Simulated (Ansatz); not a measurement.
# Be4AlCr: the cost of one run

Computed with Ansatz 0.2.0 (DFT PBEsol, scalar-relativistic, plane waves, PAW, unless a step's input says otherwise).

## Step 1: The starting structure

It takes space group F-43m (No. 216, cubic). Conventional cell: a = 6.171 Å, b = 6.171 Å, c = 6.171 Å, α = 90.00°, β = 90.00°, γ = 90.00°. Around Be (site symmetry 3m) lie 6 Be at 2.15 to 2.21 Å. Al (site symmetry -43m) has 12 Be at 2.56 Å and 4 Cr at 2.67 Å as nearest neighbours. Cr (site symmetry -43m) is surrounded by 12 Be at 2.56 Å and 4 Al at 2.67 Å.

Structure file:

```xyz
6
Lattice="0.0000 3.0856 3.0856 3.0856 0.0000 3.0856 3.0856 3.0856 0.0000" Properties=species:S:1:pos:R:3 pbc="T T T"
Be    2.3043    2.3043    2.3043
Be    2.3043    3.8669    3.8669
Be    3.8669    3.8669    2.3043
Be    3.8669    2.3043    3.8669
Al    4.6284    4.6284    4.6284
Cr    0.0000    0.0000    0.0000
```

The structure comes from the Materials Project (structure only).

## Step 2: Reference: the cell as listed

input.yaml

```yaml
crystal:
  lattice:
    - [0.0, 3.085597, 3.085597]
    - [3.085597, 0.0, 3.085597]
    - [3.085597, 3.085597, 0.0]
  atoms:
    - { symbol: Be, position: [0.37339667, 0.37339667, 0.37339667] }
    - { symbol: Be, position: [0.87981, 0.37339667, 0.37339667] }
    - { symbol: Be, position: [0.37339667, 0.37339667, 0.87981] }
    - { symbol: Be, position: [0.37339667, 0.87981, 0.37339667] }
    - { symbol: Al, position: [0.75, 0.75, 0.75] }
    - { symbol: Cr, position: [0.0, 0.0, 0.0], spin: 3.0 }
basis:
  ecutwfc: 420
kpoints:
  mp_grid: { grid: [10, 10, 10] }
hamiltonian:
  xc: pbesol
scf:
  occupations: { method: gaussian, width: 0.1 }
output:
  forces: true
  stress: true
  eigenvalues: true
  populations: true
magnetization:
  spin_polarized: true
```

Launch:

```bash
ansatz run input.yaml --threads 1 --pin off --max-ram 2560MiB --backend cpu --events-out ev --progress --plain --runs-dir out
```

Q: Estimate wall time and peak memory on 1 thread of Intel Xeon at 2.70GHz, shared host.

About 26 s, with a peak of 0.46 GiB.
